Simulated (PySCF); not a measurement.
# TiH2O2F2 (SMILES [OH][Ti]([OH])([F])[F]): levels of theory compared

Aim: a comparison of 6 runs (HF/def2-SVP, B3LYP/6-31G*, PBE0/def2-SVP, MP2/def2-TZVP, CCSD/6-31G**) of TiH2O2F2. The job is set up through a Python script.

The calculation is run with PySCF 2.14.0.

## (1) Starting point

TiH2O2F2: 7 atoms, total charge 0, spin state singlet. As SMILES, `[OH][Ti]([OH])([F])[F]`. The shape is that of a PBE0-D4/def2-TZVP optimisation. This is one conformer, not always the lowest.

Bond lengths: O1–Ti2 1.778 Å, Ti2–O3 1.778 Å, Ti2–F4 1.760 Å, Ti2–F5 1.760 Å, O1–H6 0.958 Å, O3–H7 0.958 Å. Angles: O1–Ti2–O3 107.7°, O1–Ti2–F4 110.8°, O1–Ti2–F5 110.8°, O3–Ti2–F4 110.8°, O3–Ti2–F5 110.8°, F4–Ti2–F5 106.1°, Ti2–O1–H6 134.9°, Ti2–O3–H7 134.9°.

## (2) Energy and forces at HF/def2-SVP (run 1)

The input, run.py:

```python
import pyscf.grad
from pyscf import gto, scf

mol = gto.M(
    atom='''
O     -1.222200     0.595900     0.894200
Ti    -0.019900    -0.026700    -0.258300
O      1.418800    -0.509700     0.668200
F     -0.668500    -1.391700    -1.160300
F      0.390100     1.197400    -1.454500
H     -2.109200     0.951200     0.819800
H      2.272200    -0.884300     0.445100
''',
    spin=0,
    charge=0,
    basis='def2-svp',
    max_memory=1860,
    verbose=3,
)

calc0 = scf.RHF(mol)
calc0.conv_tol = 1e-10
calc0.kernel()
if not calc0.converged:
    calc0 = calc0.newton().run(calc0.mo_coeff, calc0.mo_occ)

e_final = calc0.e_tot
print('E(%s) = %.9f' % ('HF', e_final))
grad = calc0.Gradients().kernel()
calc0.analyze()
```

Run with:

```console
$ OMP_NUM_THREADS=1 python run.py
```

What it wrote:

```text
converged SCF energy = -1198.00697321099
[... 18 lines left out ...]
MO #7   energy= -18.1312014633484  occ= 2
[... 8 lines left out ...]
MO #16  energy= -1.31134665772216  occ= 2
[... 8 lines left out ...]
MO #25  energy= -0.625750562942526 occ= 2
[... 8 lines left out ...]
MO #34  energy= 0.112371782400168  occ= 0
[... 8 lines left out ...]
MO #43  energy= 0.80226277173221   occ= 0
[... 8 lines left out ...]
MO #52  energy= 1.27816996230232   occ= 0
[... 8 lines left out ...]
MO #61  energy= 1.67918783512917   occ= 0
[... 8 lines left out ...]
MO #70  energy= 1.8989459518551    occ= 0
[... 8 lines left out ...]
MO #79  energy= 3.06381189019722   occ= 0
[... 8 lines left out ...]
MO #88  energy= 3.48831302587438   occ= 0
[... 8 lines left out ...]
MO #97  energy= 4.15081841827326   occ= 0
[... 8 lines left out ...]
Dipole moment(X, Y, Z, Debye):  0.06620,  0.04043,  0.57918
```

It took 30 s on 1 thread of Intel Xeon at 2.50GHz (Skylake/Cascade Lake), shared host; peak memory 0.2 GiB.

## (3) Energy and forces at B3LYP/6-31G(d) (spherical functions) (run 2)

The input, run.py:

```python
# [OH][Ti]([OH])([F])[F]
import pyscf.grad
from pyscf import gto, dft

mol = gto.Mole()
mol.atom = '''
O     -2.309623     1.126088     1.689793
Ti    -0.037606    -0.050456    -0.488116
O      2.681143    -0.963193     1.262715
F     -1.263282    -2.629932    -2.192649
F      0.737182     2.262758    -2.748607
H     -3.985810     1.797507     1.549197
H      4.293836    -1.671085     0.841117
'''
mol.verbose = 4
mol.max_memory = 1860
mol.basis = '6-31g*'
mol.charge = 0
mol.unit = 'bohr'
mol.spin = 0
mol.build()

mf = dft.RKS(mol, xc='b3lyp')
mf.grids.level = 5
mf.conv_tol = 1e-10
mf.kernel()
if not mf.converged:
    mf = mf.newton().run(mf.mo_coeff, mf.mo_occ)

energy = mf.e_tot
print('E = %.10f Eh' % energy)
grad = mf.Gradients().kernel()
mf.analyze()
```

Run with:

```console
$ OMP_NUM_THREADS=1 python run.py
```

What it wrote:

```text
PySCF version 2.14.0

[... 98 lines left out ...]
Total Energy =                       -1200.994134734472027
[... 10 lines left out ...]
MO #4   energy= -20.0152699281417  occ= 2
[... 8 lines left out ...]
MO #13  energy= -1.56674463623479  occ= 2
[... 8 lines left out ...]
MO #22  energy= -0.422498867034828 occ= 2
[... 8 lines left out ...]
MO #31  energy= -0.0633131894255525 occ= 0
[... 8 lines left out ...]
MO #40  energy= 0.173743264973201  occ= 0
[... 8 lines left out ...]
MO #49  energy= 0.880492311822531  occ= 0
[... 8 lines left out ...]
MO #58  energy= 1.24781981311708   occ= 0
[... 8 lines left out ...]
MO #67  energy= 1.61506629676608   occ= 0
[... 8 lines left out ...]
MO #76  energy= 1.83282828832467   occ= 0
[... 8 lines left out ...]
MO #85  energy= 2.09472759483296   occ= 0
[... 8 lines left out ...]
MO #94  energy= 2.68545288218994   occ= 0
[... 65 lines left out ...]
pop of  3 F 2s            1.91901
pop of  3 F 3s            0.00272
pop of  3 F 2px           1.85758
pop of  3 F 2py           1.80648
pop of  3 F 2pz           1.83791
pop of  3 F 3px           0.00100
pop of  3 F 3py           0.00134
pop of  3 F 3pz           0.00090
pop of  3 F 3dxy          0.00097
pop of  3 F 3dyz          0.00117
pop of  3 F 3dz^2         0.00073
pop of  3 F 3dxz          0.00051
pop of  3 F 3dx2-y2       0.00095
pop of  4 F 1s            1.99997
pop of  4 F 2s            1.91901
pop of  4 F 3s            0.00272
pop of  4 F 2px           1.86670
pop of  4 F 2py           1.81967
pop of  4 F 2pz           1.81560
pop of  4 F 3px           0.00091
pop of  4 F 3py           0.00121
pop of  4 F 3pz           0.00112
pop of  4 F 3dxy          0.00068
pop of  4 F 3dyz          0.00132
pop of  4 F 3dz^2         0.00097
pop of  4 F 3dxz          0.00065
pop of  4 F 3dx2-y2       0.00070
pop of  5 H 1s            0.63989
pop of  5 H 2s            0.01570
pop of  6 H 1s            0.63988
pop of  6 H 2s            0.01570
 ** Mulliken atomic charges  **
charge of    0O =     -0.66391
charge of    1Ti =      1.50151
charge of    2O =     -0.66396
charge of    3F =     -0.43124
charge of    4F =     -0.43122
charge of    5H =      0.34441
charge of    6H =      0.34441
Dipole moment(X, Y, Z, Debye):  0.03805,  0.02366,  0.33128
```

Run time: 95 s. Hardware: 1 thread of Intel Xeon at 2.50GHz (Skylake/Cascade Lake), shared host; peak memory 0.92 GiB.

Runs 3 to 5 aren't shown in full; the table further down has their settings and results.

## (4) A single-point energy at CCSD/6-31G(d,p) (spherical functions) (run 6)

The input, job.py:

```python
# [OH][Ti]([OH])([F])[F]
from pyscf import gto, cc

mol = gto.M(
    atom=[
    ('O', (-1.222200, 0.595900, 0.894200)),
    ('Ti', (-0.019900, -0.026700, -0.258300)),
    ('O', (1.418800, -0.509700, 0.668200)),
    ('F', (-0.668500, -1.391700, -1.160300)),
    ('F', (0.390100, 1.197400, -1.454500)),
    ('H', (-2.109200, 0.951200, 0.819800)),
    ('H', (2.272200, -0.884300, 0.445100)),
],
    basis='6-31g**',
    charge=0,
    spin=0,
    verbose=4,
    max_memory=1860,
)

myscf = mol.RHF()
myscf.conv_tol = 1e-10
myscf.kernel()
if not myscf.converged:
    myscf = myscf.newton().run(myscf.mo_coeff, myscf.mo_occ)

mycc = cc.CCSD(myscf, frozen=9)
mycc.kernel()
e_tot = mycc.e_tot
print('E(%s) = %.9f' % ('CCSD', e_tot))
myscf.analyze()
```

Run with:

```console
$ OMP_NUM_THREADS=1 python job.py
```

What it wrote:

```text
PySCF version 2.14.0

[... 103 lines left out ...]
DFT Exchange-Correlation Energy =      -78.371254824279504
[... 11 lines left out ...]
MO #10  energy= -3.09853423965709  occ= 2
[... 9 lines left out ...]
MO #20  energy= -0.667778560442675 occ= 2
[... 9 lines left out ...]
MO #30  energy= 0.0751344856810289 occ= 0
[... 9 lines left out ...]
MO #40  energy= 0.313729937916139  occ= 0
[... 9 lines left out ...]
MO #50  energy= 1.12309986363563   occ= 0
[... 9 lines left out ...]
MO #60  energy= 1.55056345748283   occ= 0
[... 9 lines left out ...]
MO #70  energy= 1.94173104164839   occ= 0
[... 9 lines left out ...]
MO #80  energy= 2.2073378380435    occ= 0
[... 9 lines left out ...]
MO #90  energy= 2.76255527283919   occ= 0
[... 9 lines left out ...]
MO #100 energy= 3.88931934006334   occ= 0
[... 71 lines left out ...]
pop of  3 F 3py           0.00268
pop of  3 F 3pz           0.00211
pop of  3 F 3dxy          0.00143
pop of  3 F 3dyz          0.00174
pop of  3 F 3dz^2         0.00109
pop of  3 F 3dxz          0.00075
pop of  3 F 3dx2-y2       0.00140
pop of  4 F 1s            2.00000
pop of  4 F 2s            1.91776
pop of  4 F 3s            0.00242
pop of  4 F 2px           1.90700
pop of  4 F 2py           1.86295
pop of  4 F 2pz           1.86206
pop of  4 F 3px           0.00205
pop of  4 F 3py           0.00249
pop of  4 F 3pz           0.00243
pop of  4 F 3dxy          0.00101
pop of  4 F 3dyz          0.00197
pop of  4 F 3dz^2         0.00146
pop of  4 F 3dxz          0.00095
pop of  4 F 3dx2-y2       0.00103
pop of  5 H 1s            0.62013
pop of  5 H 2s            0.01516
pop of  5 H 2px           0.00160
pop of  5 H 2py           0.00105
pop of  5 H 2pz           0.00099
pop of  6 H 1s            0.62012
pop of  6 H 2s            0.01516
pop of  6 H 2px           0.00155
pop of  6 H 2py           0.00106
pop of  6 H 2pz           0.00102
 ** Mulliken atomic charges  **
charge of    0O =     -0.80887
charge of    1Ti =      2.02679
charge of    2O =     -0.80892
charge of    3F =     -0.56559
charge of    4F =     -0.56557
charge of    5H =      0.36108
charge of    6H =      0.36108
Dipole moment(X, Y, Z, Debye):  0.04198,  0.02611,  0.36594
```

Wall time 80 s (1 thread of Intel Xeon at 2.50GHz (Skylake/Cascade Lake), shared host); peak memory 0.83 GiB.

## (5) All runs side by side

| run | level | integration grid | Cartesian functions | energy (Eh) | dipole moment (D) of the reference | HOMO energy (eV) | LUMO energy (eV) | wall time |
| --- | --- | --- | --- | --- | --- | --- | --- | --- |
| 1 | HF/def2-SVP | – | no | -1198.006973 | 0.58 | -14.33 | 1.55 | 30 s |
| 2 | B3LYP/6-31G* (spherical functions) | 5 | no | -1200.994135 | 0.33 | -9.14 | -2.05 | 95 s |
| 3 | PBE0/def2-SVP | 5 | no | -1200.123171 | 0.55 | -9.63 | -2.03 | 93 s |
| 4 | B3LYP/6-31G* (Cartesian functions) | 5 | yes | -1201.010171 | 0.32 | -9.11 | -1.87 | 97 s |
| 5 | MP2/def2-TZVP | – | no | -1199.947783 | 0.56 | -14.42 | 1.71 | 6.8 min |
| 6 | CCSD/6-31G** (spherical functions) | – | no | -1199.391086 | 0.37 | -14.16 | 2.04 | 80 s |

## (6) Outcome

| quantity | value |
| --- | --- |
| run 6: total energy | -1199.39109 Eh |
| run 6: dipole moment (Hartree–Fock density) | 0.37 D |
| run 6: HOMO energy (Hartree–Fock orbitals) | -14.16 eV |
| run 6: LUMO energy (Hartree–Fock orbitals) | 2.04 eV |
| run 6: HOMO–LUMO gap (Hartree–Fock orbitals) | 16.20 eV |
| run 6: correlation energy (9 core orbitals frozen) | -1045.1 mEh |
| run 6: T1 diagnostic | 0.022 |

In words: Over runs 1, 2, 3, 4 the dipole moment (its size) runs from 0.32 D (B3LYP/6-31G*) to 0.58 D (HF/def2-SVP). The two ends differ in method and basis. Over runs 1, 2, 3, 4 the HOMO–LUMO gap runs from 7.09 eV (B3LYP/6-31G*) to 15.88 eV (HF/def2-SVP). Totals of different functionals can't be ranked against each other. All runs together took 13 min, the longest 6.8 min.
